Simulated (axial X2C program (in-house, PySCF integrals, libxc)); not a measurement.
# All-electron X2C curves of WAl, part 2 of 2

Computed with an in-house X2C program for linear molecules on PySCF integrals; all-electron X2C, W dyall-cv3z, Al dyall-v3z. Earlier steps stand in the parts before.

## (9) PBE0, 2c

State followed: Ω = 5/2 (excess of +ω over −ω: ω = 5/2). The scan is laid around 2.626 Å, a first estimate of the minimum, and this SCF restarts from the orbitals of the search.

Output at 2.626 Å:

```text
two-component X2C + atomic mean field  PBE0
basis functions 234  fitting functions 1200  grid points 5083
iter        total energy     max residual
   1     -16384.937322224     3.58e+00
   2     -16384.967135622     1.00e-03
   3     -16384.967142221     6.23e-04
   4     -16384.967144925     4.13e-04
   5     -16384.967146372     1.88e-04
   6     -16384.967147459     1.95e-05
   7     -16384.967147476     7.85e-06
   8     -16384.967147482     7.70e-06
   9     -16384.967147485     2.91e-06
  10     -16384.967147488     1.71e-06
  11     -16384.967147489     8.15e-07
converged
one-electron -22861.43144419  Coulomb 6643.70726540  exact exchange -85.37385446  xc functional -261.69103862  nuclear repulsion 193.85699806  atomic mean-field constant -14.03507367
```

Along the bond, energies from the lowest point:

```
R (Å)  E (eV)  μ (D)  HOMO (eV)  LUMO (eV)  iterations
2.285  0.5422  -1.11      -4.65      -2.59          17
2.390  0.2195  -1.04      -4.67      -2.43          16
2.468  0.0846  -0.96      -4.69      -2.34          15
2.547  0.0169  -0.85      -4.70      -2.26          15
2.626  0.0000  -0.71      -4.70      -2.20          11
2.718  0.0287  -0.53      -4.70      -2.14          15
2.810  0.0934  -0.31      -4.69      -2.12          15
2.928  0.2122  -0.01      -4.67      -2.12          15
3.072  0.3876   0.39      -4.64      -2.12          15
3.283  0.6631   0.97      -4.58      -2.13          16
```

Dipoles are positive if Al is the positive end.

Outer spinors at the reference distance:

```tsv
ω	occupied	ε (eV)	atomic character	λ mixture
7/2	yes	-34.89	100% W f	100% φ
5/2	yes	-34.86	100% W f	79% δ, 21% φ
3/2	yes	-34.83	100% W f	63% π, 37% δ
1/2	yes	-34.78	100% W f	52% π, 48% σ
-1/2	yes	-34.73	100% W f	65% σ, 35% π
-3/2	yes	-34.67	100% W f	77% π, 23% δ
-5/2	yes	-34.60	100% W f	89% δ, 11% φ
-7/2	yes	-34.50	100% W f	100% φ
1/2	yes	-9.70	53% Al s, 21% W s, 13% W d	100% σ
-1/2	yes	-8.94	63% Al s, 14% W s, 10% W p	100% σ
1/2	yes	-6.15	45% W s, 36% W d, 11% Al p	99% σ, 1% π
-1/2	yes	-6.01	85% W d, 10% Al p, 3% Al d	99% π, 1% σ
-3/2	yes	-5.99	99% W d	99% δ, 1% π
3/2	yes	-5.75	83% W d, 12% Al p, 3% Al d	99% π, 1% δ
1/2	yes	-5.44	43% W d, 27% Al p, 15% Al s	99% σ, 1% π
5/2	yes	-5.41	99% W d	100% δ
-1/2	yes	-4.70	54% Al p, 28% W s, 7% Al s	100% σ
1/2	no	-2.20	58% Al p, 28% W d, 10% W p	99% π, 1% σ
-1/2	no	-2.14	43% Al p, 43% W p, 11% W d	98% π, 2% σ
-3/2	no	-2.13	60% Al p, 27% W d, 9% W p	100% π
3/2	no	-1.94	47% Al p, 36% W p, 13% W d	99% π, 1% δ
```

PBE0 fields in the half plane through the axis: z from -2.4 to 4.8 Å across, distance from the axis 0.15 to 2.25 Å upwards; W lies at z = 0 and Al at z = 2.626 Å; the ELF is damped to zero where the density is low.

log10 density (e/bohr³). Ten even steps from '0' (-3.94 ) to '9' (1.80 ):
```
0001111222211111111111000
0011122222222222222221110
0112223333332222222222111
1122233344333333333332221
1122334444443333333333221
1223345565544444444433322
1223456777654444665443322
1233456898654445786443322
```

ELF. Ten even steps from ' ' (0.00 ) to '@' (1.00 ):
```
        ..::::::::::::::....      ..::------..    
    ....::::------------::::....::--++**####**--..
  ....::------============------==**##%%@@@@%%##==
....::----------==--====++++====++##%%@@@@@@@@@@##
..::------::--====----==++****++--==##@@@@@@@@@@@@
::------::::==++**++----++##**..    ..**@@@@@@@@@@
::------::--++==--==++--++##--  ++##::..%%@@@@@@@@
----------==++++::++++==++##..--%%++%%  ##@@@@@@@@
```

Re = 2.617 Å, ωe = 271.2 cm⁻¹, ωexe = 1.1 cm⁻¹, Be = 0.1046 cm⁻¹, De = 1.96 eV, μ = -0.73 D.

## (10) HF, 2c

The SCF at the reference distance of 2.626 Å:

```text
two-component X2C + atomic mean field  HF
basis functions 234  fitting functions 1200  grid points 5083
iter        total energy     max residual
   1     -16379.397672241     9.88e-01
   2     -16379.442529097     2.34e-02
   3     -16379.444558910     2.98e-02
   4     -16379.448159062     3.07e-03
   5     -16379.449236682     2.47e-03
   6     -16379.450298543     2.39e-03
   7     -16379.451135683     2.08e-03
   8     -16379.452253021     1.84e-03
   9     -16379.453497284     9.78e-04
  10     -16379.453829149     7.94e-04
  11     -16379.454005448     5.64e-04
  12     -16379.454085063     4.87e-04
  13     -16379.454144282     3.23e-04
  14     -16379.454178903     3.20e-04
  15     -16379.454190753     3.17e-04
  16     -16379.454199315     3.17e-04
  17     -16379.454216905     3.14e-04
  18     -16379.454204566     3.15e-04
  19     -16379.454174284     3.17e-04
  20     -16379.454145133     3.16e-04
  21     -16379.454080152     3.09e-04
  22     -16379.454018349     3.04e-04
  23     -16379.397672241     1.05e+00
  24     -16379.442548893     2.50e-02
  25     -16379.445209019     1.64e-01
  26     -16379.448759801     3.43e-02
  27     -16379.450093354     1.63e-02
  28     -16379.451733386     5.83e-02
  29     -16379.452507084     4.15e-02
  30     -16379.453517838     1.54e-02
  31     -16379.453732779     1.66e-02
  32     -16379.453967548     2.38e-03
  33     -16379.454056682     5.04e-03
  34     -16379.454134393     5.86e-03
  35     -16379.454160808     1.71e-03
  36     -16379.454177028     1.32e-03
  37     -16379.454196411     3.40e-03
  38     -16379.454232281     4.61e-03
  39     -16379.454304349     4.73e-03
  40     -16379.454451810     3.05e-03
  41     -16379.454575970     3.16e-03
  42     -16379.455082232     5.64e-03
  43     -16379.455693931     1.30e-02
  44     -16379.456450015     6.68e-03
  45     -16379.457048446     3.52e-03
  46     -16379.457585940     1.93e-03
  47     -16379.457828510     2.76e-03
  48     -16379.457924046     2.39e-03
  49     -16379.458005963     4.35e-04
  50     -16379.458030230     4.50e-04
  51     -16379.458046978     7.32e-04
  52     -16379.458052312     4.04e-04
  53     -16379.458056542     1.78e-04
  54     -16379.458058136     2.29e-04
  55     -16379.458058703     1.93e-04
  56     -16379.458058849     3.12e-05
  57     -16379.458058900     3.05e-05
  58     -16379.458058922     4.22e-05
  59     -16379.458058932     1.48e-05
  60     -16379.458058935     6.12e-06
  61     -16379.458058936     5.53e-06
  62     -16379.458058936     2.36e-06
converged
one-electron -22864.23102015  Coulomb 6646.77795846  exact exchange -341.82692163  xc functional 0.00000000  nuclear repulsion 193.85699806  atomic mean-field constant -14.03507367
```

No constants are quoted: the dipole of the solution doesn't run smoothly along the scan, a sign that its character may change, so the fit is set aside.

## (11) TPSS, 2c

Output at 2.626 Å:

```text
two-component X2C + atomic mean field  TPSS
basis functions 234  fitting functions 1200  grid points 5083
iter        total energy     max residual
   1     -16384.816520050     2.46e-01
   2     -16384.815067322     2.63e-02
   3     -16384.770944060     5.20e-02
   4     -16384.806184178     2.77e-02
   5     -16384.821100910     8.04e-04
   6     -16384.821094911     8.19e-04
   7     -16384.821116342     6.65e-05
   8     -16384.821116487     2.50e-05
   9     -16384.821116514     6.57e-06
  10     -16384.821116518     3.62e-06
  11     -16384.821116519     2.39e-06
converged
one-electron -22858.26428976  Coulomb 6640.45777391  exact exchange 0.00000000  xc functional -346.83652505  nuclear repulsion 193.85699806  atomic mean-field constant -14.03507367
```

Re = 2.626 Å, ωe = 271.4 cm⁻¹, ωexe = 1.09 cm⁻¹, Be = 0.1039 cm⁻¹, De = 2.26 eV, μ = -0.80 D.

## (12) Correlated methods, 2c

Correlated methods: 9 electrons correlated (frozen shells, counted by type: W 5 s, 4 p, 2 d, 1 f; Al 2 s, 1 p), 287 virtual spinors in MP2, 90 natural virtuals in coupled cluster.

Output of the correlated part at 2.626 Å:

```text
correlated 9  virtual 287  natural virtual 90  E(MP2) -0.140599327  MP2 remainder -0.004481240
iter   CCSD correlation   residual
   1     -0.150121097   1.38e-01
   2     -0.157638845   7.81e-02
   3     -0.160095461   5.26e-02
   4     -0.162323891   4.44e-02
   5     -0.165187606   3.73e-02
   6     -0.167262524   2.76e-02
   7     -0.168357698   1.77e-02
   8     -0.168797093   9.73e-03
   9     -0.168923151   4.77e-03
  10     -0.168932132   2.10e-03
  11     -0.168954724   1.15e-03
  12     -0.168950448   6.12e-04
  13     -0.168952205   3.35e-04
  14     -0.168958620   1.96e-04
  15     -0.168963666   9.20e-05
  16     -0.168966052   3.93e-05
  17     -0.168966768   1.71e-05
  18     -0.168967073   9.30e-06
  19     -0.168967206   5.46e-06
  20     -0.168967311   3.75e-06
  21     -0.168967406   2.37e-06
  22     -0.168967435   1.32e-06
  23     -0.168967445   7.61e-07
(T) -0.011120199  T1 0.2423  D1 0.7033  max T2 0.093
```

MP2: No constants are quoted: the dipole of the HF reference doesn't run smoothly along the scan, a sign that its character may change, so the fit is set aside.

CCSD: No constants are quoted: the dipole of the HF reference doesn't run smoothly along the scan, a sign that its character may change, so the fit is set aside.

CCSD(T): No constants are quoted: the dipole of the HF reference doesn't run smoothly along the scan, a sign that its character may change, so the fit is set aside.

## (13) A higher determinant, 2c

State: Ω = 7/2 (excess of +ω over −ω: 2 × ω = 1/2, ω = 5/2).

Output at the reference distance:

```text
two-component X2C + atomic mean field  PBE0
basis functions 234  fitting functions 1200  grid points 5083
iter        total energy     max residual
   1     -16384.915576324     3.47e+00
   2     -16384.940071087     9.84e-04
   3     -16384.940075587     3.82e-04
   4     -16384.940078237     2.29e-04
   5     -16384.940078586     1.25e-04
   6     -16384.940078756     2.86e-05
   7     -16384.940078778     1.57e-05
   8     -16384.940078784     5.54e-06
   9     -16384.940078786     2.57e-06
  10     -16384.940078786     7.45e-07
converged
one-electron -22861.90199880  Coulomb 6644.23726097  exact exchange -85.38633127  xc functional -261.71093407  nuclear repulsion 193.85699806  atomic mean-field constant -14.03507367
```

```
R (Å)  E above the lowest PBE0 point (eV)
2.285                               0.802
2.390                               0.674
2.468                               0.655
2.547                               0.681
2.626                               0.737
2.718                               0.826
2.810                               0.930
2.928                               1.070
3.072                               1.237
```

Re = 2.458 Å, ωe = 292.2 cm⁻¹, Be = 0.1186 cm⁻¹, μ = -1.22 D. Te = 0.65 eV. As a difference of two determinants it need not be a gap between pure terms.

## (14) The 2c curves together

Energy (eV) of the followed determinant, 2c, from each level's lowest point:

```
R (Å)   PBE0  HF (dipole not smooth)  MP2 (HF's dipole not smooth)  CCSD (HF's dipole not smooth)  CCSD(T) (HF's dipole not smooth)   TPSS
2.285  0.542                     n/a                           n/a                            n/a                               n/a  0.575
2.390  0.220                   0.359                         0.315                          0.423                             0.395  0.239
2.468  0.085                   0.195                         0.151                          0.204                             0.183  0.097
2.547  0.017                   0.090                         0.056                          0.078                             0.062  0.022
2.626  0.000                   0.030                         0.011                          0.016                             0.006  0.000
2.718  0.029                   0.001                         0.000                          0.000                             0.000  0.024
2.810  0.093                   0.000                         0.017                          0.024                             0.037  0.086
2.928  0.212                   0.019                         0.065                          0.092                             0.121  0.204
3.072  0.388                   0.055                         0.175                            n/a                               n/a  0.380
3.283  0.663                   0.121                         0.381                            n/a                               n/a  0.661
```

Time for the job: 6.7 min (1 thread of Arm Neoverse V2, shared host); peak memory 0.67 GiB.

## (15) Constants

What follows sums up all 2 parts.

Lowest determinant that the search found at its distance, spin-free: M_S = 5/2, Λ = 0 (beyond closed shells: σα, π+α, π-α, δ+α, δ-α).

Lowest determinant that the search found at its distance, 2c: Ω = 5/2 (excess of +ω over −ω: ω = 5/2).

| Hamiltonian | level | Re (Å) | ωe (cm⁻¹) | De (eV) | μ (D) |
| --- | --- | --- | --- | --- | --- |
| spin-free | PBE0 | 2.618 | 272.1 | 1.96 | -0.75 |
| spin-free | HF | 2.896 | 146.8 | 0.389 | -0.13 |
| spin-free | CCSD | 2.637 | 268.2 | 1.66 | n/a |
| spin-free | CCSD(T) | 2.618 | 282.3 | 1.88 | n/a |
| spin-free | TPSS | 2.627 | 272.2 | 2.27 | -0.82 |
| 2c | PBE0 | 2.617 | 271.2 | 1.96 | -0.73 |
| 2c | TPSS | 2.626 | 271.4 | 2.26 | -0.80 |

Dipoles are positive if Al is the positive end. No constants: spin-free MP2 (the reference is strongly spin-contaminated); 2c HF (the dipole of the solution doesn't run smoothly along the scan, a sign that its character may change, so the fit is set aside); 2c MP2 (the dipole of the HF reference doesn't run smoothly along the scan, a sign that its character may change, so the fit is set aside); 2c CCSD (the dipole of the HF reference doesn't run smoothly along the scan, a sign that its character may change, so the fit is set aside); 2c CCSD(T) (the dipole of the HF reference doesn't run smoothly along the scan, a sign that its character may change, so the fit is set aside).

Time per point (s) on 1 thread of Arm Neoverse V2, shared host (2c runs); the times are rough: PBE0 1.7, TPSS 1.2.

At PBE0, going from spin-free to two-component changes Re by -1 mÅ, ωe by -0.3 %; the spin-free picture holds up (part of it comes from the scalar share of the two-electron terms). It costs about 1.6 times the time. De moves by 0.00 eV; both De rest on single-determinant atoms, which can miss part of an open shell's spin–orbit lowering.

De refers to W + Al, each in the lowest determinant found, which need not be this curve's own limit. Each curve is one determinant whose occupation by symmetry is held fixed; it was picked as the lowest of a PBE0 search that is not exhaustive. De is counted from the lowest determinant-based energies of the atoms at the same level, without counterpoise correction. Density functionals use the spin component along the axis (collinear). Coupled cluster ran in a truncated set of natural virtual spinors; the MP2 energy of the rest was added. The meta-GGAs lack a current-density term, which matters for open shells with orbital currents, atoms included. With several unpaired electrons one determinant need not be a pure state. The spin-free determinant is spin-contaminated at some levels. With the outer-core shells frozen, correlated bond lengths of heavy atoms tend to come out a few hundredths of an ångström too long. T1 at Re is 0.073 (Lee–Taylor), above the customary mark of 0.02.
